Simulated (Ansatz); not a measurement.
**A workflow on C2H7NSi (SMILES C=C[SiH2]N)**

Aim: a series of 14 runs (HF/STO-3G, UHF/STO-3G, HF/3-21G, UHF/3-21G, HF/6-31G*, B3LYP/6-31G*, MP2/6-31G*) of C2H7NSi. 

The calculation is run with Ansatz 0.2.0.

## Step 1: The system as given

C2H7NSi: 11 atoms, total charge 0, spin state singlet. SMILES: `C=C[SiH2]N`. The shape is that of a PBE0-D4/def2-TZVP optimisation. This is one conformer, not always the lowest. The run starts from this shape.

Bond lengths: C1–C2 1.330 Å, C2–Si3 1.865 Å, Si3–N4 1.715 Å, C1–H5 1.087 Å, C1–H6 1.087 Å, C2–H7 1.091 Å, Si3–H8 1.488 Å, Si3–H9 1.488 Å, N4–H10 1.006 Å, N4–H11 1.006 Å. Some angles: C1–C2–Si3 123.1°, C2–Si3–N4 114.9°, C1–C2–H7 118.1°, Si3–C2–H7 118.8°, C2–C1–H5 122.6°, C2–C1–H6 121.2°, C2–Si3–H8 108.4°, C2–Si3–H9 108.4°, N4–Si3–H8 107.9°, N4–Si3–H9 108.0°.

## Step 2: A structure relaxation at HF/STO-3G (start density atoms) (run 1)

Input file molecule.yaml:

```yaml
crystal:
  periodic: [false, false, false]
  atoms:
    - {symbol: C, position_ang: [-0.676100, 1.337000, -0.945000]}
    - {symbol: C, position_ang: [0.089300, 1.208600, 0.135100]}
    - {symbol: Si, position_ang: [0.596500, -0.444500, 0.832600]}
    - {symbol: "N", position_ang: [0.002900, -1.803700, -0.028600]}
    - {symbol: H, position_ang: [-0.967100, 2.304600, -1.344700]}
    - {symbol: H, position_ang: [-1.046800, 0.465600, -1.479100]}
    - {symbol: H, position_ang: [0.433000, 2.116700, 0.631600]}
    - {symbol: H, position_ang: [0.099500, -0.536600, 2.232600]}
    - {symbol: H, position_ang: [2.083200, -0.516700, 0.836000]}
    - {symbol: H, position_ang: [0.404900, -2.086000, -0.906300]}
    - {symbol: H, position_ang: [-0.953800, -2.102100, 0.056300]}
basis:
  gaussian:
    orbitals: STO-3G
hamiltonian:
  xc: hf
relax:
  f_tol: 0.002
output: {orbitals: {seedname: orbitals}}
```

Command:

```bash
$ ansatz run molecule.yaml --threads 1 --pin off --max-ram 3480MiB --events-out events.jsonl --progress --plain --runs-dir runs
```

Standard output:

```text
Warning: RAYON_NUM_THREADS=1 ignored (pool sized by the plan → 1); use --threads N
The last accepted step is kept in runs//last_step.txt (removed where the run ends without a failure and the disk answers)
[... 68 lines left out ...]
Total energy: -11379.86823314 eV, -418.2024440160 hartree
[... 11 lines left out ...]
Dipole moment:    -0.077785     0.176778    -0.108166 e Å
```

It took 3.3 s on 1 thread of AMD EPYC 9R45 (Zen 5), shared host; peak memory 0.12 GiB.

Step by step:

```csv
step,energy from the first frame kept (eV),largest force (eV/Å)
1,0.0000,2.0635
2,-0.1591,0.4691
3,-0.1735,0.4534
4,-0.1538,1.8445
5,-0.1903,0.2643
6,-0.1870,0.6214
7,-0.1943,0.0148
8,-0.1944,0.0128
9,-0.1944,0.0014
```

After the run. Bond lengths: C1–C2 1.309 Å, C2–Si3 1.857 Å, Si3–N4 1.743 Å, C1–H5 1.083 Å, C1–H6 1.083 Å, C2–H7 1.084 Å, Si3–H8 1.424 Å, Si3–H9 1.424 Å, N4–H10 1.023 Å, N4–H11 1.023 Å. Some angles: C1–C2–Si3 125.3°, C2–Si3–N4 113.3°, C1–C2–H7 117.7°, Si3–C2–H7 117.0°, C2–C1–H5 123.0°, C2–C1–H6 122.6°, C2–Si3–H8 108.7°, C2–Si3–H9 108.7°, N4–Si3–H8 108.2°, N4–Si3–H9 108.2°.

## Step 3: Vibrational wavenumbers at HF/STO-3G (start density atoms) (run 2)

Input file run.yaml:

```yaml
crystal:
  periodic: [false, false, false]
  atoms:
    - {symbol: C, position_ang: [-0.669253, 1.272540, -0.934683]}
    - {symbol: C, position_ang: [0.085088, 1.150565, 0.127663]}
    - {symbol: Si, position_ang: [0.629235, -0.457845, 0.879166]}
    - {symbol: "N", position_ang: [0.037652, -1.853849, 0.019643]}
    - {symbol: H, position_ang: [-0.964645, 2.231795, -1.341566]}
    - {symbol: H, position_ang: [-1.050446, 0.417894, -1.480687]}
    - {symbol: H, position_ang: [0.422402, 2.059297, 0.612371]}
    - {symbol: H, position_ang: [0.146924, -0.522462, 2.217213]}
    - {symbol: H, position_ang: [2.052249, -0.504268, 0.876582]}
    - {symbol: H, position_ang: [0.357989, -1.918786, -0.949376]}
    - {symbol: H, position_ang: [-0.981695, -1.931980, -0.005827]}
basis:
  gaussian: {orbitals: STO-3G}
hamiltonian: {xc: hf}
phonons: {temperatures: {t_min: 298.15, t_max: 298.15, t_step: 1}}
```

Command:

```bash
$ ansatz run run.yaml --threads 1 --pin off --max-ram 3480MiB --events-out events.jsonl --progress --plain --runs-dir runs
```

Standard output:

```text
Warning: RAYON_NUM_THREADS=1 ignored (pool sized by the plan → 1); use --threads N
[... 357 lines left out ...]
Total energy: -11379.86824355 eV, -418.2024443985 hartree
[... 11 lines left out ...]
Dipole moment:    -0.077786     0.176778    -0.108167 e Å
Vibrations: 80.04 198.16 226.06 452.75 514.21 658.81 733.71 779.33 963.38 974.45 1087.06 1183.09 1209.71 1212.83 1221.32 1280.44 1542.69 1726.65 2008.78 2029.95 2877.62 2910.23 3631.20 3679.77 3781.15 3966.49 4147.07 cm⁻¹, zero-point energy 2.794414 eV
```

Run time: 16 s. Hardware: 1 thread of AMD EPYC 9R45 (Zen 5), shared host.

Run 3 isn't shown in full; the table further down has it.

## Step 4: The doublet cation: a geometry optimisation at UHF/STO-3G (start density atoms) (run 4)

Input file input.yaml:

```yaml
crystal:
  periodic: [false, false, false]
  atoms:
    - {symbol: C, position_ang: [-0.669253, 1.272540, -0.934683]}
    - {symbol: C, position_ang: [0.085088, 1.150565, 0.127663]}
    - {symbol: Si, position_ang: [0.629235, -0.457845, 0.879166]}
    - {symbol: N, position_ang: [0.037652, -1.853849, 0.019643]}
    - {symbol: H, position_ang: [-0.964645, 2.231795, -1.341566]}
    - {symbol: H, position_ang: [-1.050446, 0.417894, -1.480687]}
    - {symbol: H, position_ang: [0.422402, 2.059297, 0.612371]}
    - {symbol: H, position_ang: [0.146924, -0.522462, 2.217213]}
    - {symbol: H, position_ang: [2.052249, -0.504268, 0.876582]}
    - {symbol: H, position_ang: [0.357989, -1.918786, -0.949376]}
    - {symbol: H, position_ang: [-0.981695, -1.931980, -0.005827]}
basis:
  gaussian:
    orbitals: STO-3G
magnetization:
  spin_polarized: true
  initial_magnetization: 1
hamiltonian:
  xc: hf
relax: {}
total_charge: 1
```

Command:

```bash
$ ansatz run input.yaml --threads 1 --pin off --max-ram 3480MiB --events-out events.jsonl --progress --plain --runs-dir runs
```

Standard output, cut to the lines that bear on the results:

```text
Warning: RAYON_NUM_THREADS=1 ignored (pool sized by the plan → 1); use --threads N
[... 1 set-up line as earlier in the session ...]
[... 74 lines left out ...]
Total energy: -11374.90280700 eV, -418.0199679714 hartree
[... 11 lines left out ...]
Dipole moment:    -0.043034    -1.067119    -0.075608 e Å
```

Run time: 3.9 s. Hardware: 1 thread of AMD EPYC 9R45 (Zen 5), shared host; peak memory 0.12 GiB.

Steps, from the record of the run:

| step | energy from the first frame kept (eV) | largest force (eV/Å) |
| --- | --- | --- |
| 1 | 0.0000 | 5.7163 |
| 2 | -0.8363 | 2.7140 |
| 3 | -0.9161 | 2.6078 |
| 4 | -0.8551 | 1.2283 |
| 5 | -0.9942 | 0.6582 |
| 6 | -0.9820 | 0.4433 |
| 7 | -1.0024 | 0.0253 |
| 8 | -1.0026 | 0.0133 |
| 9 | -1.0026 | 0.0048 |

After the run. Bond lengths: C1–C2 1.351 Å, C2–Si3 1.843 Å, Si3–N4 1.879 Å, C1–H5 1.084 Å, C1–H6 1.084 Å, C2–H7 1.083 Å, Si3–H8 1.424 Å, Si3–H9 1.424 Å, N4–H10 1.049 Å, N4–H11 1.049 Å. Some angles: C1–C2–Si3 126.3°, C2–Si3–N4 104.7°, C1–C2–H7 118.6°, Si3–C2–H7 115.1°, C2–C1–H5 121.1°, C2–C1–H6 123.5°, C2–Si3–H8 116.7°, C2–Si3–H9 116.7°, N4–Si3–H8 100.5°, N4–Si3–H9 100.5°.

Runs 5 to 13 aren't shown in full; the table further down has their settings and results.

## Step 5: The harmonic vibrations at MP2/6-31G(d) (Cartesian functions, start density atoms) (run 14)

Input file in.yaml:

```yaml
crystal:
  periodic: [false, false, false]
  atoms:
    - {symbol: C, position_ang: [-0.679204, 1.331416, -0.950026]}
    - {symbol: C, position_ang: [0.094469, 1.215207, 0.143760]}
    - {symbol: Si, position_ang: [0.608035, -0.444859, 0.848735]}
    - {symbol: N, position_ang: [0.009496, -1.822932, -0.018678]}
    - {symbol: H, position_ang: [-0.978113, 2.293204, -1.360790]}
    - {symbol: H, position_ang: [-1.044419, 0.453871, -1.478485]}
    - {symbol: H, position_ang: [0.428932, 2.134069, 0.629266]}
    - {symbol: H, position_ang: [0.107208, -0.548051, 2.245250]}
    - {symbol: H, position_ang: [2.092885, -0.528392, 0.844719]}
    - {symbol: H, position_ang: [0.394786, -2.063069, -0.923574]}
    - {symbol: H, position_ang: [-0.968576, -2.077565, 0.040324]}
basis:
  gaussian:
    orbitals: "6-31G*"
magnetization:
  spin_polarized: false
  initial_magnetization: 0
correlation:
  method: mp2
phonons:
  temperatures:
    t_min: 298.15
    t_max: 298.15
    t_step: 1
```

Command:

```bash
$ ansatz run in.yaml --threads 1 --pin off --max-ram 3480MiB --events-out events.jsonl --progress --plain --runs-dir runs
```

Standard output:

```text
Warning: RAYON_NUM_THREADS=1 ignored (pool sized by the plan → 1); use --threads N
[... 55 lines left out ...]
8 core orbitals not correlated: weight in the atoms' cores, before any rotation towards them, 1.000 or more for the frozen orbitals, at most 0.000 for the correlated occupied ones
[... 224 lines left out ...]
8 core orbitals not correlated: weight in the atoms' cores, before any rotation towards them, 1.000 or more for the frozen orbitals, at most 0.000 for the correlated occupied ones
[... 226 lines left out ...]
Dipole moment:    -0.193220     0.021203    -0.273304 e Å
[... 1 line left out ...]
Checks for a lower state left out: cluster_reference
```

Run time: 65 s. Hardware: 1 thread of AMD EPYC 9R45 (Zen 5), shared host; peak memory 0.17 GiB.

## Step 6: Overview of the runs

| run | level | task | walk f tol | partner | energy (Eh) | dipole moment (D) | wall time |
| --- | --- | --- | --- | --- | --- | --- | --- |
| 1 | HF/STO-3G (start density atoms) | optimise | 0.002 | base | -418.202444 | 1.06 | 3.3 s |
| 2 | HF/STO-3G (start density atoms) | frequencies | – | base | -418.202444 | 1.06 | 16 s |
| 3 | UHF/STO-3G (start density atoms) | energy | – | cation | -417.983116 | – | 0.3 s |
| 4 | UHF/STO-3G (start density atoms) | optimise | – | cation | -418.019968 | – | 3.9 s |
| 5 | HF/3-21G (start density atoms) | optimise | 0.002 | base | -420.922274 | 1.23 | 3.3 s |
| 6 | HF/3-21G (start density atoms) | frequencies | – | base | -420.922274 | 1.23 | 17 s |
| 7 | UHF/3-21G (start density atoms) | energy | – | cation | -420.624373 | – | 0.66 s |
| 8 | UHF/3-21G (start density atoms) | optimise | – | cation | -420.651976 | – | 24 s |
| 9 | HF/6-31G* (Cartesian functions, start density atoms) | optimise | 0.002 | base | -423.173480 | 1.50 | 6.9 s |
| 10 | HF/6-31G* (Cartesian functions, start density atoms) | frequencies | – | base | -423.173480 | 1.50 | 39 s |
| 11 | B3LYP/6-31G* (Cartesian functions, start density atoms) | optimise | 0.002 | base | -424.665085 | 1.59 | 12 s |
| 12 | B3LYP/6-31G* (Cartesian functions, start density atoms) | frequencies | – | base | -424.665085 | 1.59 | 63 s |
| 13 | MP2/6-31G* (Cartesian functions, start density atoms) | optimise | 0.002 | base | -423.667547 | 1.61 | 9.9 s |
| 14 | MP2/6-31G* (Cartesian functions, start density atoms) | frequencies | – | base | -423.667547 | 1.61 | 65 s |

## Step 7: What came out

| quantity | value |
| --- | --- |
| run 14, MP2/6-31G*: total energy | -423.66755 Eh |
| run 14, MP2/6-31G*: dipole moment (correlated density) | 1.61 D |
| run 14, MP2/6-31G*: correlation energy (8 core orbitals frozen) | -495.5 mEh |
| run 14, MP2/6-31G*: largest force on an atom | 0.001 eV/Å |
| run 14, MP2/6-31G*: lowest harmonic wavenumber | 110 cm⁻¹ |
| run 14, MP2/6-31G*: highest harmonic wavenumber | 3722 cm⁻¹ |
| run 14, MP2/6-31G*: zero-point energy | 228.9 kJ/mol |
| vertical ionisation energy (to the doublet cation), HF/STO-3G | 5.968 eV |
| vertical ionisation energy (to the doublet cation), HF/3-21G | 8.106 eV |
| adiabatic ionisation energy (to the doublet cation, no zero-point term), HF/STO-3G | 4.965 eV |
| adiabatic ionisation energy (to the doublet cation, no zero-point term), HF/3-21G | 7.355 eV |

At HF/STO-3G: removing an electron at fixed nuclei costs 5.97 eV (576 kJ/mol). Its partner is spin-contaminated (⟨S²⟩ = 0.98 against 0.75), so the difference is in doubt. In a minimal basis such a difference can be off by several eV, whatever the method. At HF/3-21G: the vertical ionisation energy comes to 8.11 eV (782 kJ/mol). At HF/STO-3G: the adiabatic ionisation energy (to the doublet cation, no zero-point term) is 4.97 eV (115 kcal/mol). Its partner is spin-contaminated (⟨S²⟩ = 1.10 against 0.75), so the difference is in doubt. In runs 13, 14 the log says that unrestricted orbitals would lower the reference, so the values rest on an unstable closed-shell determinant (other closed-shell runs at this shape may share the fault). In runs 1, 2, 3, 4 the basis is minimal, so the values are rough. Spin contamination of the reference: run 4 ⟨S²⟩ = 1.10, run 3 ⟨S²⟩ = 0.98. All runs together took 4.4 min, the longest 65 s.
